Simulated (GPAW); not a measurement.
Input of a GPAW 26.7.0 run:

File run.py:

```python
from ase import Atoms
from ase.dft.bandgap import bandgap
from ase.io import write
from ase.units import GPa
from gpaw import GPAW, PW

atoms = Atoms(['Bi', 'Bi', 'Te', 'Te', 'Te'],
              cell=[[2.193, 1.2661291403, 10.1656666667],
                    [-2.193, 1.2661291403, 10.1656666667],
                    [0.0, -2.5322582807, 10.1656666667]],
              scaled_positions=[[0.6, 0.6, 0.6],
                                [0.4, 0.4, 0.4],
                                [0.7905, 0.7905, 0.7905],
                                [0.2095, 0.2095, 0.2095],
                                [0.0, 0.0, 0.0]],
              pbc=True)

calc = GPAW(mode=PW(600),
            xc='LDA',
            kpts={'size': (5, 5, 5), 'gamma': True},
            occupations={'name': 'fermi-dirac', 'width': 0.05},
            nbands=39,
            convergence={'density': 1e-05, 'energy': 1e-05},
            maxiter=150,
            txt='gpaw.txt')
atoms.calc = calc
energy = atoms.get_potential_energy()
forces = atoms.get_forces()
stress = atoms.get_stress()
calc.write('gs.gpw')
write('result.traj', atoms)
print(f'Energy: {energy:.6f} eV')
print('Forces (eV/A):')
print(forces.round(4))
print('Stress (GPa):', (stress / GPa).round(3))
print('Fermi level:', round(calc.get_fermi_level(), 4), 'eV')
print(f'Gap: {bandgap(calc)[0]:.4f} eV, direct: {bandgap(calc, direct=True)[0]:.4f} eV')

path = atoms.cell.bandpath('GLB1,BZGX,QFP1Z,LP', npoints=60, eps=1e-4)
bs_calc = calc.fixed_density(kpts=path, symmetry='off', nbands=66,
                             convergence={'bands': 'CBM+6.0', 'eigenstates': 1e-6}, txt='bands.txt')
bs = bs_calc.band_structure()
bs.write('bs.json')
print(f'Gap on the path: {bandgap(bs_calc)[0]:.4f} eV')
```

Potentials or basis: the program's PAW data sets (release 1.2.1) made for this functional, pw.

Run with:

```bash
$ OMP_NUM_THREADS=1 python run.py
```

Task: What does it give for the pressure?

Result: -2.0 GPa.

Task: What does it give for the largest force?

Result: 0.194 eV/Å.

Task: Predict the band gap along the path.

Result: 0.19 eV, direct.

Task: Predict the band gap on the k mesh.

Result: 0.19 eV, direct.

Stress tensor (GPa, compression positive):
```
-1.87  0.00  0.00
 0.00 -1.87  0.00
 0.00  0.00 -2.33
```

Caveat: spin-orbit coupling is left out, which as a rule narrows the gap of such compounds by several tenths of an eV; the program warned that so skewed a cell can give wrong results.
